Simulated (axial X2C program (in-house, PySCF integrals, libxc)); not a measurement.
**BrGa: from the state search to constants**

What are the state, bond length, wavenumber and bond energy of BrGa, and what does spin–orbit coupling change?

The runs use an in-house X2C program for linear molecules on PySCF integrals; all-electron X2C, Br dyall-cv3z, Ga dyall-cv3z.

All values are calculated.

### 1 Input

Input file task.json:

```json
{"zs": [35, 31], "q": 0, "bas": ["dyall-cv3z", "dyall-cv3z"], "levels": ["PBE0", "HF", "M06"], "cc": true, "r0": 2.38, "thr": -1.0, "nmax": 90, "npts": 10, "nst": 2, "ntry": 6}
```

Keys: zs atomic numbers; q charge; bas basis sets; levels methods (HF also brings MP2); cc coupled cluster on or off; r0 starting distance in Å; thr threshold in hartree for freezing inner shells (an s shell follows its p shell); nmax most natural virtual spinors; npts points asked for on the curve; nst determinants followed; ntry starts of the search.

The run is started by

```
$ python so2c.py task.json out
```

Spin-free means the one-electron spin-free X2C Hamiltonian; two-component (2c) means X2C with spin–orbit coupling and atomic mean-field two-electron Coulomb and Gaunt terms. Basis: Br dyall-cv3z contracted to [8s9p6d4f1g], Ga dyall-cv3z contracted to [9s9p7d4f1g]; Gaussian nuclei, density fitting. Masses: Br 78.918 u, Ga 68.926 u.

Notation: σ, π±, δ± give the projection m of an orbital's angular momentum (0, ±1, ±2), α and β its spin, Λ and M_S the sums; ω is the projection of a spinor's total angular momentum and Ω the sum. Logs are in hartree.

After this run come: PBE0, spin-free; HF, spin-free; M06, spin-free; Correlated methods, spin-free; PBE0, 2c; HF, 2c; M06, 2c; Correlated methods, 2c.

What does the calculation give? Wanted: for each run, Hamiltonian; Re; ωe; De; μ.

As calculated:

Lowest determinant found, spin-free: M_S = 0, Λ = 0 (closed shell).

Lowest determinant found, 2c: Ω = 0 (closed shell).

```tsv
Hamiltonian	level	Re (Å)	ωe (cm⁻¹)	De (eV)	μ (D)
spin-free	PBE0	2.367	262.3	4.34	2.57
spin-free	HF	2.391	255.6	3.19	2.89
spin-free	MP2	2.376	265.9	4.35	n/a
spin-free	CCSD	2.380	263.9	4.10	n/a
spin-free	CCSD(T)	2.380	264.3	4.21	n/a
spin-free	M06	2.375	259.9	4.23	2.87
2c	PBE0	2.368	261.9	4.23	2.56
2c	HF	2.392	255.3	2.94	2.89
2c	MP2	2.377	265.6	4.16	n/a
2c	CCSD	2.381	263.6	3.91	n/a
2c	CCSD(T)	2.381	264.0	4.02	n/a
2c	M06	2.377	259.5	3.94	2.86
```

Dipoles are positive if Ga is the positive end.

What this shows: At CCSD(T), going from spin-free to two-component changes Re by +1 mÅ, ωe by -0.1 % and De by -0.19 eV; at least one of these shifts is too large to ignore. The bond energy falls because the coupling lowers the separated atoms more than the molecule.

De refers to Br + Ga. Each curve is one determinant whose occupation by symmetry is held fixed; it was picked as the lowest of a PBE0 search that is not exhaustive. Closed shells are restricted here (equal orbitals for both partners); the stretched side of such a curve lies too high. De is counted from the lowest determinant-based energies of the atoms at the same level, without counterpoise correction. Coupled cluster ran in a truncated set of natural virtual spinors; the MP2 energy of the rest was added. The meta-GGAs lack a current-density term, which matters for open shells with orbital currents, atoms included. With the outer-core shells frozen, correlated bond lengths of heavy atoms tend to come out a few hundredths of an ångström too long.
